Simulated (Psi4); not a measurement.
# triplet ZrO at 3 levels

Aim: a comparison of 3 runs (UHF/3-21G, U-wB97X-V/def2-TZVP, UDSD-PBEP86/def2-TZVP) of triplet ZrO. 

The results are computed with Psi4 1.11.

1 further run of the same task is left out (it didn't finish). Runs told in other sessions of the task aren't counted.

### Step 1. Starting point

The species is ZrO (2 atoms), meant as a triplet with charge 0. As SMILES of the parent species, `[O][Zr]`. The bond length is the one measured for the parent species. That shape belongs to the parent species and isn't relaxed for this state.

Bond lengths: O1–Zr2 1.712 Å.

### Step 2. Energy and forces at UHF/3-21G (run 1)

The input, run.py:

```python
import psi4

psi4.set_memory(1600000000)
psi4.set_num_threads(1)
psi4.set_output_file('psi4.out', False)

molecule = psi4.geometry("""
0 3
O      0.000000     0.000000     0.000000
Zr     0.000000     0.000000     1.711600
symmetry c1
no_reorient
no_com
""")

psi4.set_options(dict(reference='uhf', puream=True, e_convergence=1e-09, d_convergence=1e-08, scf_type='pk', maxiter=100))

e, wfn = psi4.gradient("scf/3-21G", molecule=molecule, return_wfn=True)
psi4.oeprop(wfn, "MULLIKEN_CHARGES", "DIPOLE", "LOWDIN_CHARGES")
print('gradient / Eh bohr^-1')
print(e.np.round(6))
print(f'energy = {wfn.energy():.10f} Eh')
```

On the command line:

```sh
$ python run.py
```

psi4.out:

```text
[...]
  Running in c1 symmetry.
[...]
  Nuclear repulsion =   98.934743756952571
[...]
  Multiplicity = 3
[...]
  Nalpha       = 25
  Nbeta        = 23
[...]
    Number of basis functions: 45
[...]
   @UHF iter   1: -3596.26452896016463   -1.18137e+00   1.58610e-02 ADIIS/DIIS
[...]
   @UHF iter  17: -3596.51151058373716   -4.54747e-12   7.80118e-09 DIIS
[...]
   @S^2 Observed:                2.045798406E+00
[...]
    Orbital Energies [Eh]
    ---------------------
    Alpha Occupied:
       1A   -646.818773     2A    -91.215739     3A    -83.118783
       4A    -83.118783     5A    -83.118514     6A    -20.407104
       7A    -16.160925     8A    -12.928608     9A    -12.924900
      10A    -12.924900    11A     -7.648962    12A     -7.639690
      13A     -7.633320    14A     -7.633320    15A     -7.626729
      16A     -2.447523    17A     -1.551081    18A     -1.487362
      19A     -1.487362    20A     -1.081748    21A     -0.429383
      22A     -0.429383    23A     -0.418475    24A     -0.324716
      25A     -0.225969
    Alpha Virtual:
[...]
  @UHF Final Energy: -3596.51151058373716
   => Energetics <=
    Nuclear Repulsion Energy =             98.9347437569525709
    One-Electron Energy =               -5170.0482761117455084
    Two-Electron Energy =                1474.6020217710558882
    Total Energy =                      -3596.5115105837376177
  UHF NO Occupations:
  HONO-2 :   23  A 1.9905905
  HONO-1 :   24  A 1.0000000
  HONO-0 :   25  A 1.0000000
  LUNO+0 :   26  A 0.0094095
  LUNO+1 :   27  A 0.0065976
[...]
  -Total Gradient:
     Atom            X                  Y                   Z
    ------   -----------------  -----------------  -----------------
       1        0.000000000000     0.000000000002     0.021974207787
       2       -0.000000000000    -0.000000000002    -0.021974208788
[...]
 Multipole Moments:
 ------------------------------------------------------------------------------------
     Multipole            Electronic (a.u.)      Nuclear  (a.u.)        Total (a.u.)
 ------------------------------------------------------------------------------------
 L = 1.  Multiply by 2.5417464519 to convert [e a0] to [Debye]
 Dipole X            :          0.0000000            0.0000000            0.0000000
 Dipole Y            :          0.0000000            0.0000000            0.0000000
 Dipole Z            :       -128.1442312          129.3782095            1.2339782
 Magnitude           :                                                    1.2339782
[...]
  Mulliken Charges: (a.u.)
   Center  Symbol    Alpha    Beta     Spin     Total
       1     O     4.15737  4.47104 -0.31367 -0.62841
       2    ZR    20.84263 18.52896  2.31367  0.62841
   Total alpha = 25.00000, Total beta = 23.00000, Total charge = -0.00000
  Lowdin Charges: (a.u.)
   Center  Symbol    Alpha    Beta     Spin     Total
       1     O     4.03178  4.32269 -0.29091 -0.35447
       2    ZR    20.96822 18.67731  2.29091  0.35447
  Total alpha = 25.00000, Total beta = 23.00000, Total charge = -0.00000
```

The script printed:

```text
gradient / Eh bohr^-1
[[ 0.        0.        0.021974]
 [-0.       -0.       -0.021974]]
energy = -3596.5115105837 Eh
```

Wall time 2.2 s (1 thread of AMD EPYC 7B13 (Zen 3), shared host); peak memory 0.19 GiB.

### Step 3. The energy at U-wB97X-V/def2-TZVP (core potential) (run 2)

The input, ozr.dat:

```
memory 1600 mb

molecule {
  0 3
  O
  Zr 1 R2

  R2 = 1.7116
  symmetry c1
  no_reorient
  no_com
}

set {
  reference            uks
  puream               true
  e_convergence        1e-09
  d_convergence        1e-08
  scf_type             pk
  dft_radial_points    99
  dft_spherical_points 590
  maxiter              100
}

E = energy("wb97x-v/def2-TZVP")
print_variables()
```

On the command line:

```sh
$ psi4 -n 1 ozr.dat ozr.out
```

ozr.out:

```text
[...]
    !!!  WARNING: ECP capability is in beta. Please check occupations closely.  !!!
[...]
  Running in c1 symmetry.
[...]
  Nuclear repulsion =   29.680423127085774
[...]
  Multiplicity = 3
[...]
  Nalpha       = 11
  Nbeta        = 9
[...]
    Number of basis functions: 71
[...]
   @UKS iter   1:  -121.80687143483497   -2.04048e-01   1.36656e-02 DIIS/ADIIS
[...]
   @UKS iter  63:  -122.20661270990574    2.55795e-13   8.81961e-09 DIIS
[...]
   @S^2 Observed:                2.003901256E+00
[...]
    Orbital Energies [Eh]
    ---------------------
    Alpha Occupied:
       1A    -19.163987     2A     -2.238531     3A     -1.406173
       4A     -1.370063     5A     -1.370063     6A     -0.941518
       7A     -0.410736     8A     -0.410736     9A     -0.403450
      10A     -0.257790    11A     -0.242130
    Alpha Virtual:
      12A      0.003622    13A      0.003622    14A      0.030629
      15A      0.031012    16A      0.103860    17A      0.103860
      18A      0.105763    19A      0.129808    20A      0.192309
      21A      0.192309    22A      0.210395    23A      0.222287
      24A      0.222287    25A      0.228128    26A      0.244327
[...]
  @UKS Final Energy:  -122.20661270990574
   => Energetics <=
    Nuclear Repulsion Energy =             29.6804231270857741
    One-Electron Energy =                -241.7370120968301421
    Two-Electron Energy =                  99.4550246791395551
    DFT Exchange-Correlation Energy =      -9.6836205531390860
    Empirical Dispersion Energy =           0.0000000000000000
    VV10 Nonlocal Energy =                  0.0785721338381665
    Total Energy =                       -122.2066127099057411
  UHF NO Occupations:
  HONO-2 :    9  A 1.9993370
  HONO-1 :   10  A 1.0000000
[...]
 Multipole Moments:
 ------------------------------------------------------------------------------------
     Multipole            Electronic (a.u.)      Nuclear  (a.u.)        Total (a.u.)
 ------------------------------------------------------------------------------------
 L = 1.  Multiply by 2.5417464519 to convert [e a0] to [Debye]
 Dipole X            :         -0.0000000            0.0000000           -0.0000000
 Dipole Y            :          0.0000001            0.0000000            0.0000001
 Dipole Z            :         17.6869066          -16.1050990            1.5818076
 Magnitude           :                                                    1.5818076
[...]
```

Wall time 62 s (1 thread of AMD EPYC 7B13 (Zen 3), shared host); peak memory 0.49 GiB.

### Step 4. The energy at UDSD-PBEP86/def2-TZVP (core potential, density fitting for correlation) (run 3)

The input, ozr.xyz:

```xyz
2
OZr
O      0.000000     0.000000     0.000000
Zr     0.000000     0.000000     1.711600
```

The input, ozr_ase.py:

```python
import numpy as np
from ase.calculators.psi4 import Psi4
from ase.io import read

atoms = read('ozr.xyz')
calc = Psi4(atoms=atoms, method='dsd-pbep86', basis='def2-TZVP', memory='1600MB', num_threads=1, charge=0, multiplicity=3, label='psi4-calc', reference='uks')
calc.psi4.set_options({'puream': True, 'e_convergence': 1e-09, 'd_convergence': 1e-08, 'scf_type': 'pk', 'dft_radial_points': 99, 'dft_spherical_points': 590, 'num_frozen_docc': 1, 'maxiter': 100})
atoms.calc = calc

print(f'energy: {atoms.get_potential_energy():.6f} eV')
```

On the command line:

```sh
$ python ozr_ase.py
```

psi4-calc.dat:

```text
[...]
    !!!  WARNING: ECP capability is in beta. Please check occupations closely.  !!!
[...]
  Running in c1 symmetry.
[...]
  Nuclear repulsion =   29.680423127085771
[...]
  Multiplicity = 3
[...]
  Nalpha       = 11
  Nbeta        = 9
[...]
    Number of basis functions: 71
[...]
   @UKS iter   1:  -121.40636480674722   -2.80851e-01   1.26139e-02 DIIS/ADIIS
[...]
   @UKS iter  19:  -121.76693484944273   -6.36646e-12   5.24294e-09 DIIS
[...]
   @S^2 Observed:                2.015644241E+00
[...]
    Orbital Energies [Eh]
    ---------------------
    Alpha Occupied:
       1A    -20.002906     2A     -2.398668     3A     -1.483935
       4A     -1.443103     5A     -1.443103     6A     -1.007845
       7A     -0.398741     8A     -0.397024     9A     -0.397024
      10A     -0.259217    11A     -0.225523
    Alpha Virtual:
      12A     -0.016833    13A     -0.016833    14A      0.011237
      15A      0.021722    16A      0.092062    17A      0.095072
      18A      0.095072    19A      0.112486    20A      0.177787
      21A      0.177787    22A      0.185412    23A      0.210061
      24A      0.210061    25A      0.218004    26A      0.227978
[...]
  @UKS Final Energy:  -121.76693484944273
   => Energetics <=
    Nuclear Repulsion Energy =             29.6804231270857706
    One-Electron Energy =                -241.6292299128805041
    Two-Electron Energy =                  94.3571689209172604
    DFT Exchange-Correlation Energy =      -4.1752969845652528
    Empirical Dispersion Energy =           0.0000000000000000
    VV10 Nonlocal Energy =                  0.0000000000000000
    Total Energy =                       -121.7669348494427339
  UHF NO Occupations:
  HONO-2 :    9  A 1.9975651
  HONO-1 :   10  A 1.0000000
[...]
 Multipole Moments:
 ------------------------------------------------------------------------------------
     Multipole            Electronic (a.u.)      Nuclear  (a.u.)        Total (a.u.)
 ------------------------------------------------------------------------------------
 L = 1.  Multiply by 2.5417464519 to convert [e a0] to [Debye]
 Dipole X            :         -0.0000009            0.0000000           -0.0000009
 Dipole Y            :         -0.0000016            0.0000000           -0.0000016
 Dipole Z            :         17.8237295          -16.1050990            1.7186305
 Magnitude           :                                                    1.7186305
[...]
```

On the terminal:

```text
energy: -3320.798525 eV
```

Wall time 8.7 s (1 thread of AMD EPYC 7B13 (Zen 3), shared host); peak memory 0.47 GiB.

### Step 5. The series

```
run                                                                    level      task  core potential   energy (Eh)  dipole moment (D)  HOMO energy (eV)  LUMO energy (eV)  wall time
  1                                                                UHF/3-21G  gradient            none  -3596.511511               3.14             -6.15              0.20      2.2 s
  2                                     U-wB97X-V/def2-TZVP (core potential)    energy            def2   -122.206613               4.02             -6.59             -0.23       62 s
  3  UDSD-PBEP86/def2-TZVP (core potential, density fitting for correlation)    energy            def2   -122.037096                  –             -6.14             -1.04      8.7 s
```

### Step 6. What came out

| quantity | value |
| --- | --- |
| run 3: total energy | -122.03710 Eh |
| run 3: HOMO energy (SCF part's orbitals) (highest over α and β) | -6.14 eV |
| run 3: LUMO energy (SCF part's orbitals) (lowest over α and β) | -1.04 eV |
| run 3: ⟨S²⟩ | 2.016 |

In words: Totals of different functionals can't be ranked against each other. Some runs of one species differ in core potentials or relativity; totals across that change don't compare. In run 1 relativity is left out where basis or elements ask for it. All runs together took 73 s, the longest 62 s.

Huber and Herzberg's tables give the ground state of this molecule as 1Σ+; the runs here treat another spin state.
